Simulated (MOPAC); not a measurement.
# CH3BF2O (SMILES BC(O)(F)F): PM6-DH2X (COSMO ε = 5, solvent radius 2 angstrom, surface segments 12)

Aim: a structure relaxation of CH3BF2O. 

The results are computed with MOPAC 23.2.5.

4 further runs of the same task are left out: 2 that didn't finish, 2 set aside as unsound or not needed.

## 1. The system as given

The species is CH3BF2O (8 atoms), meant as a singlet with charge 0. SMILES: `BC(O)(F)F`. Geometry: relaxed at GFN2-xTB. This is one conformer, not always the lowest. The run starts from this shape.

Bond lengths: B1–C2 1.612 Å, C2–O3 1.343 Å, C2–F4 1.387 Å, C2–F5 1.387 Å, B1–H6 1.161 Å, B1–H7 1.162 Å, O3–H8 0.970 Å. Angles: B1–C2–O3 115.1°, B1–C2–F4 110.3°, B1–C2–F5 110.0°, O3–C2–F4 109.3°, O3–C2–F5 109.3°, F4–C2–F5 102.1°, C2–B1–H6 118.5°, C2–B1–H7 117.1°, C2–O3–H8 111.0°, H6–B1–H7 124.4°.

## 2. A geometry optimisation at PM6-DH2X (COSMO ε = 5, solvent radius 2 angstrom, surface segments 12)

mol.xyz reads:

```xyz
8
optimise of CH3BF2O
B     -0.798140     0.867290    -0.444850
C      0.316490    -0.198300     0.025360
O     -0.052610    -0.997350     1.040220
F      0.720350    -0.978410    -1.047410
F      1.488640     0.461260     0.364120
H     -1.809750     0.897060     0.123540
H     -0.525080     1.560550    -1.336210
H      0.660110    -1.612110     1.275220
```

calc.mop reads:

```
PM6-DH2X XYZ MOZYME EPS=5 CYCLES=200 NSPA=12 GNORM=0.05 RSOLV=2.0 AUX(PRECISION=9) THREADS=1
optimise of CH3BF2O

B  -0.79814 1  0.86729 1 -0.44485 1
C   0.31649 1 -0.19830 1  0.02536 1
O  -0.05261 1 -0.99735 1  1.04022 1
F   0.72035 1 -0.97841 1 -1.04741 1
F   1.48864 1  0.46126 1  0.36412 1
H  -1.80975 1  0.89706 1  0.12354 1
H  -0.52508 1  1.56055 1 -1.33621 1
H   0.66011 1 -1.61211 1  1.27522 1
```

The run is started by

```console
$ obabel mol.xyz -omop -xk "PM6-DH2X XYZ MOZYME EPS=5 CYCLES=200 NSPA=12 GNORM=0.05 RSOLV=2.0 AUX(PRECISION=9) THREADS=1" -O calc.mop
$ mopac calc.mop
```

Q: Predict the results. Wanted: heat of formation.

Computed results:

At PM6-DH2X (COSMO ε = 5, solvent radius 2 angstrom, surface segments 12):

| quantity | value |
| --- | --- |
| heat of formation | -148.6 kcal/mol |

At the final geometry: Bond lengths: B1–C2 1.620 Å, C2–O3 1.376 Å, C2–F4 1.357 Å, C2–F5 1.357 Å, B1–H6 1.180 Å, B1–H7 1.180 Å, O3–H8 0.995 Å. Angles: B1–C2–O3 112.6°, B1–C2–F4 113.9°, B1–C2–F5 113.8°, O3–C2–F4 107.0°, O3–C2–F5 107.0°, F4–C2–F5 101.7°, C2–B1–H6 115.3°, C2–B1–H7 115.4°, C2–O3–H8 116.7°, H6–B1–H7 129.3°. The optimisation stopped short of its gradient threshold. The optimisation took 16 steps and changed the energy by -0.139 eV.
